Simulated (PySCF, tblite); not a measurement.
# C13H34Si13: electronic excitations, NMR shifts, part 2 of 2

tblite 0.8.0 and PySCF 2.14.0. Atoms count from 0. The steps go on from the part before.

## 4. NMR shifts: GIAO KT3/pcSseg-1

The job: settings as JSON, then the geometry in Å.

```
{"job": {"kind": "nmr", "xc": "KT3", "basis": "pcSseg-1", "pop": false}, "charge": 0, "multiplicity": 1}
Si     0.001731     0.236966    -4.232100
Si    -1.543636    -0.673225    -1.641393
C     -1.540622    -0.627472    -3.548934
Si    -0.000224    -3.384459    -1.646080
C     -0.000072     0.248399     4.115370
Si    -0.000131     0.230598     0.944031
C      0.000274     0.229618    -0.976123
Si    -1.567348    -0.635900     3.520561
C     -1.524021    -0.711045     1.623863
Si    -1.558786    -2.481442     0.933556
C     -1.513833    -2.457417    -0.976917
C     -0.000916    -3.353711     1.579452
Si     0.000609     2.018425    -1.640516
C      0.001664     2.007576    -3.552312
Si    -1.542193     2.935001     0.941912
Si    -0.000505     2.041414     3.504097
C     -1.525002     2.931304    -0.957250
C      0.000099     2.038827     1.599955
Si     1.544353    -0.673803    -1.640262
C      1.543038    -0.628231    -3.547692
Si     1.567460    -0.635400     3.520598
C      1.523347    -0.711504     1.624017
Si     1.557476    -2.482007     0.934188
C      1.513451    -2.458027    -0.976175
Si     1.543319     2.933859     0.942617
C      1.525987     2.931099    -0.956471
H      0.001995     0.239425    -5.714812
H     -2.807664    -0.019912    -1.193571
H     -2.429545    -0.110551    -3.900884
H     -1.602996    -1.638034    -3.943082
H      0.000133    -3.439950    -3.124748
H     -0.000457    -4.804092    -1.229637
H     -0.000261     0.259946     5.204602
H     -2.769275     0.083063     3.989137
H     -1.635089    -1.977718     4.135959
H     -2.419494    -0.209235     1.260762
H     -2.787193    -3.188948     1.382284
H     -2.404751    -2.964288    -1.345185
H     -0.001591    -3.346773     2.665466
H     -0.001265    -4.395650     1.272254
H     -0.867501     2.544724    -3.923052
H      0.871605     2.544162    -3.922039
H     -1.565974     4.330123     1.427877
H     -2.782270     2.300522     1.432475
H     -1.178665     2.748094     4.049524
H      1.176747     2.749143     4.050165
H     -1.532997     3.955150    -1.323394
H     -2.432948     2.469297    -1.334178
H      2.808167    -0.020640    -1.191861
H      2.432106    -0.111254    -3.899188
H      1.604936    -1.638752    -3.941981
H      2.768943     0.084798     3.988219
H      1.636273    -1.976843     4.136521
H      2.418999    -0.210500     1.260316
H      2.784798    -3.190491     1.383729
H      2.404383    -2.965165    -1.343970
H      1.568445     4.328681     1.429356
H      2.782627     2.297793     1.433014
H      1.533864     3.955142    -1.321992
H      2.434305     2.469888    -1.333398
```

Method: GIAO KT3/pcSseg-1 NMR shielding, non-relativistic, gas phase.

What it wrote:

```text
start: PBE on a coarse grid of 51937 points
cycle   1  E = -4275.9255946507  dE =  2.941e+00  |g| = 1.616e+00  |ddm| = 8.268e+00
cycle   2  E = -4274.5912637436  dE =  1.334e+00  |g| = 2.672e+00  |ddm| = 4.790e+00
cycle   3  E = -4276.4840692556  dE = -1.893e+00  |g| = 5.587e-01  |ddm| = 4.144e+00
cycle   4  E = -4276.5726223838  dE = -8.855e-02  |g| = 1.480e-01  |ddm| = 1.323e+00
cycle   5  E = -4276.5775174966  dE = -4.895e-03  |g| = 7.268e-02  |ddm| = 3.319e-01
cycle   6  E = -4276.5789289748  dE = -1.411e-03  |g| = 1.456e-02  |ddm| = 1.148e-01
cycle   7  E = -4276.5789818683  dE = -5.289e-05  |g| = 5.976e-03  |ddm| = 2.801e-02
final grid: 416633 points
cycle   8  E = -4317.9692189083  dE = -1.025e-01  |g| = 4.378e-01  |ddm| = 1.363e+00
cycle   9  E = -4317.9757152468  dE = -6.496e-03  |g| = 2.170e-01  |ddm| = 5.075e-01
cycle  10  E = -4317.9787709938  dE = -3.056e-03  |g| = 4.842e-02  |ddm| = 2.210e-01
cycle  11  E = -4317.9794005672  dE = -6.296e-04  |g| = 1.116e-02  |ddm| = 7.727e-02
cycle  12  E = -4317.9794396122  dE = -3.904e-05  |g| = 2.410e-03  |ddm| = 2.291e-02
cycle  13  E = -4317.9794373139  dE =  2.298e-06  |g| = 8.765e-04  |ddm| = 6.039e-03
cycle  14  E = -4317.9794378393  dE = -5.254e-07  |g| = 3.761e-04  |ddm| = 2.030e-03
cycle  15  E = -4317.9794390971  dE = -1.258e-06  |g| = 1.065e-04  |ddm| = 8.161e-04
cycle  16  E = -4317.9794372960  dE =  1.801e-06  |g| = 2.368e-05  |ddm| = 2.130e-04
converged SCF energy = -4317.9794372960

GIAO shielding tensors (ppm)
atom      isotropic    diamagn.    paramagn.     s11        s22        s33       span
  0 Si     385.440     884.198    -498.757    357.688    395.386    403.247     45.560
  1 Si     392.732     887.318    -494.585    365.049    398.421    414.727     49.678
  2 C      187.606     260.397     -72.791    181.660    188.953    192.204     10.545
  3 Si     414.499     885.432    -470.933    382.907    400.361    460.229     77.322
  4 C      196.908     263.769     -66.860    184.282    185.490    220.953     36.671
  5 Si     377.567     887.653    -510.086    356.230    387.548    388.923     32.693
  6 C      183.932     272.323     -88.392    172.493    187.245    192.056     19.563
  7 Si     405.763     885.951    -480.188    384.766    388.691    443.833     59.067
  8 C      189.049     268.077     -79.028    185.184    188.439    193.523      8.339
  9 Si     383.676     885.919    -502.243    355.443    394.266    401.318     45.875
 10 C      187.769     265.727     -77.959    170.917    189.647    202.742     31.825
 11 C      189.666     264.865     -75.199    182.759    187.438    198.802     16.043
 12 Si     371.615     885.305    -513.690    358.736    376.159    379.952     21.216
 13 C      182.270     259.693     -77.423    175.710    183.398    187.703     11.993
 14 Si     407.766     886.658    -478.892    369.768    399.849    453.682     83.914
 15 Si     403.769     885.668    -481.899    381.011    392.035    438.259     57.248
 16 C      186.631     261.524     -74.894    175.351    190.551    193.990     18.639
 17 C      196.586     270.375     -73.789    183.501    201.414    204.843     21.342
 18 Si     392.746     887.316    -494.569    365.083    398.428    414.728     49.644
 19 C      187.611     260.396     -72.785    181.641    188.971    192.219     10.578
 20 Si     405.777     885.952    -480.175    384.809    388.707    443.815     59.005
 21 C      189.062     268.085     -79.023    185.190    188.445    193.552      8.361
 22 Si     383.697     885.922    -502.225    355.486    394.342    401.262     45.776
 23 C      187.779     265.731     -77.952    170.924    189.666    202.748     31.823
 24 Si     407.766     886.663    -478.897    369.798    399.815    453.685     83.887
 25 C      186.632     261.517     -74.885    175.345    190.576    193.975     18.630
 26 H       26.630      28.486      -1.856     22.662     23.171     34.057     11.396
 27 H       26.419      36.713     -10.294     24.077     25.347     29.832      5.755
 28 H       31.747      32.558      -0.812     27.329     27.805     40.106     12.778
 29 H       31.512      33.308      -1.796     25.994     30.080     38.461     12.467
 30 H       27.037      32.322      -5.285     23.080     26.119     31.910      8.830
 31 H       27.056      30.921      -3.865     22.862     24.385     33.922     11.060
 32 H       32.712      28.261       4.451     26.737     27.331     44.069     17.332
 33 H       27.050      30.676      -3.626     23.575     23.999     33.577     10.002
 34 H       27.133      30.868      -3.735     23.035     25.756     32.607      9.572
 35 H       30.937      39.487      -8.551     27.085     28.780     36.945      9.861
 36 H       26.490      31.869      -5.379     22.379     23.843     33.247     10.868
 37 H       31.990      33.227      -1.237     26.314     28.161     41.496     15.182
 38 H       31.343      35.409      -4.066     25.848     29.839     38.341     12.492
 39 H       31.421      33.016      -1.595     25.532     28.722     40.008     14.476
 40 H       31.809      32.197      -0.388     26.960     29.352     39.115     12.156
 41 H       31.810      32.200      -0.391     26.960     29.356     39.114     12.153
 42 H       27.300      31.849      -4.548     22.560     25.362     33.979     11.419
 43 H       27.033      33.117      -6.084     23.547     26.104     31.448      7.901
 44 H       27.286      30.073      -2.787     23.021     25.531     33.307     10.286
 45 H       27.286      30.073      -2.787     23.020     25.530     33.309     10.289
 46 H       31.822      32.107      -0.285     26.246     28.981     40.240     13.994
 47 H       31.310      36.581      -5.271     27.374     29.836     36.719      9.346
 48 H       26.419      36.715     -10.296     24.074     25.352     29.831      5.758
 49 H       31.747      32.558      -0.811     27.330     27.805     40.105     12.775
 50 H       31.512      33.307      -1.795     25.994     30.080     38.461     12.467
 51 H       27.051      30.676      -3.626     23.577     24.000     33.575      9.998
 52 H       27.134      30.863      -3.729     23.037     25.752     32.613      9.576
 53 H       30.936      39.491      -8.556     27.082     28.782     36.943      9.861
 54 H       26.491      31.871      -5.380     22.382     23.843     33.248     10.866
 55 H       31.991      33.229      -1.238     26.314     28.161     41.496     15.182
 56 H       27.300      31.853      -4.552     22.559     25.362     33.979     11.419
 57 H       27.033      33.123      -6.090     23.547     26.107     31.444      7.896
 58 H       31.823      32.109      -0.286     26.248     28.982     40.238     13.990
 59 H       31.312      36.579      -5.267     27.379     29.833     36.725      9.346
```

Run time: 39 s. Hardware: 4 threads of AMD EPYC 9R45, shared host; peak memory 2.2 GiB.

The references, computed at this level on geometries of the same kind, shield at (ppm): 1H TMS 31.76, 13C TMS 184.7, 29Si TMS 361.7. Their shielding less the atom's gives the shift. The references are single molecules in the gas phase. Atoms listed in one row are averaged.

| atoms | environment | σ (ppm) | δ (ppm) |
| --- | --- | --- | --- |
| C13 | carbon bonded to 2 Si, 2 H | 182.3 | 2.5 |
| C6 | carbon bonded to 4 Si | 183.9 | 0.8 |
| C16, C25 | carbon bonded to 2 Si, 2 H | 186.6 | -1.9 |
| C2, C19 | carbon bonded to 2 Si, 2 H | 187.6 | -2.9 |
| C10, C23 | carbon bonded to 3 Si, H | 187.8 | -3.1 |
| C8, C21 | carbon bonded to 3 Si, H | 189.1 | -4.3 |
| C11 | carbon bonded to 2 Si, 2 H | 189.7 | -4.9 |
| C17 | carbon bonded to 4 Si | 196.6 | -11.9 |
| C4 | carbon bonded to 3 Si, H | 196.9 | -12.2 |
| H27, H48 | hydrogen on a silicon bonded to 3 C | 26.42 | 5.34 |
| H36, H54 | hydrogen on a silicon bonded to 3 C | 26.49 | 5.27 |
| H26 | hydrogen on a silicon bonded to 3 C | 26.63 | 5.13 |
| H43, H57 | hydrogen on a silicon bonded to 2 C | 27.03 | 4.73 |
| H30 | hydrogen on a silicon bonded to 2 C | 27.04 | 4.72 |
| H33, H51 | hydrogen on a silicon bonded to 2 C | 27.05 | 4.71 |
| H31 | hydrogen on a silicon bonded to 2 C | 27.06 | 4.70 |
| H34, H52 | hydrogen on a silicon bonded to 2 C | 27.13 | 4.63 |
| H44, H45 | hydrogen on a silicon bonded to 2 C | 27.29 | 4.47 |
| H42, H56 | hydrogen on a silicon bonded to 2 C | 27.30 | 4.46 |
| H35, H53 | hydrogen on a carbon bonded to 3 Si | 30.94 | 0.82 |
| H47, H59 | hydrogen on a carbon bonded to 2 Si | 31.31 | 0.45 |
| H38 | hydrogen on a carbon bonded to 2 Si | 31.34 | 0.42 |
| H39 | hydrogen on a carbon bonded to 2 Si | 31.42 | 0.34 |
| H29, H50 | hydrogen on a carbon bonded to 2 Si | 31.51 | 0.25 |
| H28, H49 | hydrogen on a carbon bonded to 2 Si | 31.75 | 0.01 |
| H40, H41 | hydrogen on a carbon bonded to 2 Si | 31.81 | -0.05 |
| H46, H58 | hydrogen on a carbon bonded to 2 Si | 31.82 | -0.06 |
| H37, H55 | hydrogen on a carbon bonded to 3 Si | 31.99 | -0.23 |
| H32 | hydrogen on a carbon bonded to 3 Si | 32.71 | -0.95 |
| Si12 | silicon bonded to 4 C | 371.6 | -9.9 |
| Si5 | silicon bonded to 4 C | 377.6 | -15.9 |
| Si9, Si22 | silicon bonded to 3 C, H | 383.7 | -22.0 |
| Si0 | silicon bonded to 3 C, H | 385.4 | -23.8 |
| Si1, Si18 | silicon bonded to 3 C, H | 392.7 | -31.1 |
| Si15 | silicon bonded to 2 C, 2 H | 403.8 | -42.1 |
| Si7, Si20 | silicon bonded to 2 C, 2 H | 405.8 | -44.1 |
| Si14, Si24 | silicon bonded to 2 C, 2 H | 407.8 | -46.1 |
| Si3 | silicon bonded to 2 C, 2 H | 414.5 | -52.8 |

Ring of atoms Si0, Si1, C2, C6, Si12, C13: NICS(0) -2.5, NICS(1) -2.5, NICS(1)zz 0.2 ppm (means of both faces).

Ring of atoms Si0, Si1, C2, C6, Si18, C19: NICS(0) -2.5, NICS(1) -2.7, NICS(1)zz -1.9 ppm (means of both faces).

Ring of atoms Si1, Si3, C6, C10, Si18, C23: NICS(0) -2.3, NICS(1) -2.0, NICS(1)zz 0.7 ppm (means of both faces).

## 5. Outcome

What follows sums up all 2 parts.

```
                                                               quantity                                                                                            value
                                         lowest singlet (PBE0/def2-SVP)                                                                      6.42 eV (193 nm), f = 0.005
                               brightest single state of those computed                                                                      state 5, 6.66 eV, f = 0.010
                                                         lowest triplet                                                                                          6.26 eV
 13C shifts against TMS (KT3/pcSseg-1, means over atoms taken as alike)                                         2.5, 0.8, -1.9, -2.9, -3.1, -4.3, -4.9, -11.9, -12.2 ppm
  1H shifts against TMS (KT3/pcSseg-1, means over atoms taken as alike)  5.34, 5.27, 5.13, 4.73, 4.72, 4.71, 4.70, 4.63, 4.47, 4.46, 0.82, 0.45, 0.42, 0.34 ppm and more
29Si shifts against TMS (KT3/pcSseg-1, means over atoms taken as alike)                                 -9.9, -15.9, -22.0, -23.8, -31.1, -42.1, -44.1, -46.1, -52.8 ppm
```

In words: The lowest singlet, at 6.42 eV, is HOMO→LUMO 0.88 and is weak; of the 6 states computed, the strongest absorption comes from state 5 at 6.66 eV. The lowest triplet lies 0.16 eV below the lowest singlet. The basis of PBE0/def2-SVP has no diffuse functions, so Rydberg states are missing and the high states are unreliable. At KT3/pcSseg-1: The largest span, 84 ppm, is at Si14, Si24, where the paramagnetic term is -479 ppm.
